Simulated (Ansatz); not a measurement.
BaTiO3, space group R3m, a scan of the Hubbard U

With the Ansatz DFT code, driven from Python.

Contents of `batio3.xyz`:
```text
5
Lattice="2.82736661 1.63238087 2.31839349 -2.82736661 1.63238087 2.31839349 0.0 -3.26476174 2.31839349" Properties=species:S:1:pos:R:3 pbc="T T T"
Ba    0.00000000    0.00000000    0.00000000
Ti   -0.00000000   -0.00000000    3.36978494
O     0.00000000    1.60332449    2.39884175
O    -1.38851974   -0.80166225    2.39884175
O     1.38851974   -0.80166225    2.39884175
```

The cells in order, each with its output:

```python
from dataclasses import dataclass
import warnings

import ansatz as az
import numpy as np
```

```python
@dataclass(frozen=True)
class RunConfig:
    filling: str = "fixed"
```

```python
settings = RunConfig()
```

```python
def count_gap(report):
    # lowest empty less highest filled band, counting bands; zero where they overlap
    return max(report.get("gap_by_band_count_ev") or 0.0, 0.0)

warnings.simplefilter("ignore", az.DeckWarning)
```

```python
batio3 = az.Crystal.from_extxyz("batio3.xyz")
```

```python
batio3.resolved().tree()["lattice"]
```

    ((2.82736661, 1.63238087, 2.31839349), (-2.82736661, 1.63238087, 2.31839349),
     (0.0, -3.26476174, 2.31839349))

```python
job = (
    batio3.calculation()
    .kpoints(6)
    .occupations(settings.filling)
    .functional(az.Functional.PBESOL)
    .band_table()
)
rows = []
for u in [0.0, 1.5, 3.0, 4.5, 6.0]:
    summary = job.hubbard("Ti", "d", u_eff=u).run(threads=1, pin="off").report
    shell = summary["hubbard"]["n_scf"]
    rows.append((u, count_gap(summary), sum(shell) / len(shell), summary["n_iterations"]))
print("      U_eff eV  gap by band count eV  Ti d occupation (projector)      iterations")
for row in rows:
    print(f"{str(row[0]):>14s}  {row[1]:20.3f}  {row[2]:27.4f}  {row[3]:14d}")
print("eigenvalues of the first occupation matrix at the last U, by spin:")
for channel in summary["hubbard"]["n_eig"][0]:
    print("  ", " ".join(f"{n:.3f}" for n in channel))
```

          U_eff eV  gap by band count eV  Ti d occupation (projector)      iterations
               0.0                 2.391                       2.4122               9
               1.5                 2.522                       2.3498               8
               3.0                 2.669                       2.2846               8
               4.5                 2.838                       2.2166               8
               6.0                 3.033                       2.1458               8
    eigenvalues of the first occupation matrix at the last U, by spin:
       0.164 0.169 0.169 0.286 0.286

From U = 0 to 6 eV the gap on the mesh goes from 2.39 eV to 3.03 eV.

Caveats:
- The run is spin-unpolarised.
- Semilocal gaps usually lie well under measured ones.
- Under fixed occupations the level called the Fermi level is the highest filled one on the SCF mesh; off the mesh a filled band can lie a little above it.
- The starting cell is as deposited in a crystallographic database; the results hold for this polymorph, which needn't be the stable one.
- Gaps and levels are Kohn-Sham values on a finite set of k-points, without spin-orbit coupling.
- Shell occupations and the effect of U depend on the projectors; a run with no .spin step is spin-unpolarised, and each U may end in a state that isn't the lowest.
- Finished in 43 s on 1 thread of Arm Neoverse V1, with other jobs on the host, peak memory 0.46 GiB.
